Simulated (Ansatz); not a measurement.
# Ni: the cost of one run

Method: DFT PBE, PAW, plane waves, scalar-relativistic, in Ansatz 0.2.0.

### 1 The structure to begin with

The structure is cubic, space group Fm-3m (No. 225). Conventional cell: a = 3.523 Å, b = 3.523 Å, c = 3.523 Å, α = 90.00°, β = 90.00°, γ = 90.00°. Ni (site symmetry m-3m) is surrounded by 12 Ni at 2.49 Å.

Structure file:

```cif
data_structure
_symmetry_space_group_name_H-M 'Fm-3m'
_symmetry_Int_Tables_number 225
_cell_length_a 3.5229
_cell_length_b 3.5229
_cell_length_c 3.5229
_cell_angle_alpha 90.000
_cell_angle_beta 90.000
_cell_angle_gamma 90.000
_cell_volume 43.72
loop_
_atom_site_label
_atom_site_type_symbol
_atom_site_symmetry_multiplicity
_atom_site_Wyckoff_symbol
_atom_site_fract_x
_atom_site_fract_y
_atom_site_fract_z
_atom_site_occupancy
Ni1 Ni 4 a 0.00000 0.00000 0.00000 1
```

In tables a label like Ni2 counts atoms in the order of input.yaml; a structure file may count by element.

The first starts: parallel moments, plain SCF; opposed moments +-, plain SCF; no spin polarisation; spin on, no moments given (the program may seed its own), plain SCF. Further starts follow from what these give.

“Plain SCF” means no search for lower states. 

Moments by site are taken inside atomic spheres; the rest lies between them.

### 2 Parallel moments, plain SCF

input.yaml

```yaml
crystal:
  lattice:
    - [0.0, 3.52288, 3.52288]
    - [1.76144, 0.0, 1.76144]
    - [1.76144, 1.76144, 0.0]
  atoms:
    - { symbol: Ni, position: [0.0, 0.0, 0.0], spin: 2.0 }
    - { symbol: Ni, position: [0.5, 0.0, 0.0], spin: 2.0 }
magnetization:
  spin_polarized: true
hamiltonian:
  xc: pbe
  pseudopotentials: { kind: paw }
basis:
  ecutwfc: 420
kpoints:
  mp_grid: { grid: [7, 14, 14] }
scf:
  occupations: { method: gaussian, width: 0.1 }
  lower_state_search: "off"
output:
  forces: true
  stress: true
```

What time and memory should one allow on 2 threads of an x86-64 CPU, shared host?

About 17 s, with a peak of 0.4 GiB.
